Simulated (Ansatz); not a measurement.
# C3H7BS: the cost of one run

Program: the Python package of Ansatz 0.2.0. The levels of theory stand in the script. These are calculated values, not measurements.

## Step 1: Starting point

Bond lengths: B1–C2 1.566 Å, C2–C3 1.336 Å, C3–S4 1.795 Å, S4–C5 1.819 Å, B1–H6 1.182 Å, B1–H7 1.181 Å, C2–H8 1.086 Å, C3–H9 1.087 Å, C5–H10 1.110 Å, C5–H11 1.109 Å, C5–H12 1.110 Å. Angles (14 of 16 angles, heavy atoms first): B1–C2–C3 121.4°, C2–C3–S4 120.4°, C3–S4–C5 93.7°, B1–C2–H8 118.5°, C3–C2–H8 120.1°, C2–B1–H6 120.7°, C2–B1–H7 119.8°, C2–C3–H9 121.0°, S4–C3–H9 118.6°, S4–C5–H10 110.1°, S4–C5–H11 109.1°, S4–C5–H12 110.1°, H6–B1–H7 119.5°, H10–C5–H11 108.9°.

The script holds or builds the structure itself.

## Step 2: The script

The input, run_methods.py:

```python
# -*- coding: utf-8 -*-
"""One geometry of C3H7BS, method by method."""

from pathlib import Path

import ansatz
import numpy as np


def main():
    c3h7bs = (
        ansatz.Crystal.molecule()
        .atom("B", (2.2861, 0.4946, 0.8133))
        .atom("C", (1.0033, -0.3659, 0.5541))
        .atom("C", (0.3983, -0.3726, -0.6375))
        .atom("S", (-1.0695, -1.371, -0.9054))
        .atom("C", (-2.2085, -0.0248, -0.4583))
        .atom("H", (2.7495, 1.1604, -0.0465))
        .atom("H", (2.797, 0.481, 1.8782))
        .atom("H", (0.6065, -0.9626, 1.3695))
        .atom("H", (0.7845, 0.2166, -1.465))
        .atom("H", (-2.0319, 0.2911, 0.5912))
        .atom("H", (-3.2527, -0.3864, -0.5541))
        .atom("H", (-2.0626, 0.8395, -1.1397))
    )

    base = c3h7bs.calculation().basis(gaussian="def2-SVP")

    print("functional    E (Ha)        dipole (D)   HOMO (eV)  LUMO (eV)")
    for name in ["b3lyp", "hse06", "lc_wpbe", "blyp", "r2scan0"]:
        data = base.functional(name).forces().orbitals().run(threads=1, backend="cpu", runs_dir="runs").report
        lines = Path(data["orbitals_path"]).read_text().splitlines()
        field_of = lambda key: [line.split("=")[1].strip() for line in lines if line.startswith(key)]
        orbitals = [(27.211386 * float(e), s, float(n)) for e, s, n in zip(field_of("Ene="), field_of("Spin="), field_of("Occup="))]
        homo = max(e for e, _, n in orbitals if n > 0.5)
        lumo = min(e for e, _, n in orbitals if n < 0.5)
        dipole = 4.803205 * np.linalg.norm(data["charge_distribution"]["dipole_moment_e_ang"])
        print(f"{name:10s} {data['free_energy_ev'] / 27.211386246:14.6f} {dipole:9.3f} {homo:11.3f} {lumo:10.3f}")


if __name__ == "__main__":
    main()
```

## Step 3: The input behind the calls

The engine receives this input (first run):

```yaml
crystal:
  periodic: [false, false, false]
  atoms:
    - { symbol: B, position_ang: [2.2861, 0.4946, 0.8133] }
    - { symbol: C, position_ang: [1.0033, -0.3659, 0.5541] }
    - { symbol: C, position_ang: [0.3983, -0.3726, -0.6375] }
    - { symbol: S, position_ang: [-1.0695, -1.371, -0.9054] }
    - { symbol: C, position_ang: [-2.2085, -0.0248, -0.4583] }
    - { symbol: H, position_ang: [2.7495, 1.1604, -0.0465] }
    - { symbol: H, position_ang: [2.797, 0.481, 1.8782] }
    - { symbol: H, position_ang: [0.6065, -0.9626, 1.3695] }
    - { symbol: H, position_ang: [0.7845, 0.2166, -1.465] }
    - { symbol: H, position_ang: [-2.0319, 0.2911, 0.5912] }
    - { symbol: H, position_ang: [-3.2527, -0.3864, -0.5541] }
    - { symbol: H, position_ang: [-2.0626, 0.8395, -1.1397] }
basis:
  gaussian:
    orbitals: def2-SVP
hamiltonian:
  xc: b3lyp
output:
  orbitals: {}
  forces: true
```

## Step 4: Launch

Run with:

```console
python run_methods.py
```

**Question.** How long does this script take on 1 thread of Arm Neoverse V1, shared host, and how much memory does it need?

About 28 s, with a peak of 0.31 GiB.
